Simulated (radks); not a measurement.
# Pd inside a hard spherical wall

One table from this session's results is given with a row withheld; the runs are named, their logs left out.

Method: scalar-relativistic Kohn-Sham, PBE, spin-polarised, spherical densities, finite nucleus. Code: radks (a radial shooting solver on a logarithmic mesh, Libxc functionals) version 1.

## What is computed

```
element            : palladium (Z = 46)
charge             : 0
electrons          : 46
configuration      : [Kr] 4d10
nuclear rms radius : 4.5318 fm
```

Outer shells as boxes (Hund's rule):

Pd
```
[Kr] core
4d [↑↓][↑↓][↑↓][↑↓][↑↓]
```

Set-up of the first run:

The run's settings:

```text
Z 46
configuration [Kr] 4d10 5s0 5p0 4f0
relativity scalar-relativistic
functional pbe,pbe
spin polarised
nucleus finite rms 4.5318 fm
c 137.035999084
```

Steps of the session up to this table: The free atom; Wall at 20 bohr; Wall at 15 bohr; Wall at 12 bohr; Wall at 8 bohr; Wall at 4 bohr; Wall at 3.5 bohr; Wall at 3 bohr; Wall at 2.5 bohr; Wall at 2 bohr; Wall at 1.5 bohr.

One table of the session follows, with a row left open; its other results are not shown here.

| R (bohr) | E − E(free) (eV) | ε(4d) (eV) | ε(5s, empty) (eV) | ε(5p, empty) (eV) | ε(4f, empty) (eV) |
| --- | --- | --- | --- | --- | --- |
| free | 0.000 | -4.048 | -3.321 | - | - |
| 20 | 0.000 | -4.048 | -3.321 | - | - |
| 15 | 0.000 | -4.048 | -3.321 | -0.271 | 2.576 |
| 12 | 0.000 | -4.046 | -3.318 | -0.175 | 3.816 |
| 8 | 0.033 | -3.949 | -3.154 | 0.578 | 8.104 |
| 4 | ? | ? | ? | ? | ? |
| 3.5 | 12.276 | 3.471 | 10.253 | 20.300 | 37.948 |
| 3 | 28.588 | 9.190 | 22.222 | 35.442 | 49.850 |
| 2.5 | 74.587 | 20.895 | 49.119 | 67.505 | 69.347 |
| 2 | 232.71 | 48.909 | 118.50 | 144.83 | 107.08 |
| 1.5 | 926.84 | 132.01 | 330.79 | 367.18 | 198.17 |

**Question.** Estimate the row for R (bohr) = 4.

Worked estimate for «E − E(free) (eV)». A straight line through the neighbours (8, 0.033) and (3.5, 12.276) gives 0.033 + (12.276 − 0.033) × (4 − 8) / (3.5 − 8) = 10.916; a parabola fitted to 4 rows on both sides gives 15.613.

As computed: E − E(free) (eV): 5.660; ε(4d) (eV): 0.389; ε(5s, empty) (eV): 4.335; ε(5p, empty) (eV): 12.404; ε(4f, empty) (eV): 29.914. In «E − E(free) (eV)» the line misses by +5.256 and the parabola by +9.953. Between these rows the values bend or scatter more than so simple an estimate can follow.

What this shows: Eigenvalues are for spin up. From R = 4 bohr inwards the highest occupied level lies above zero, pushed up by confinement. Shells are not refilled when levels cross, and a hard wall is a model, not a crystal.
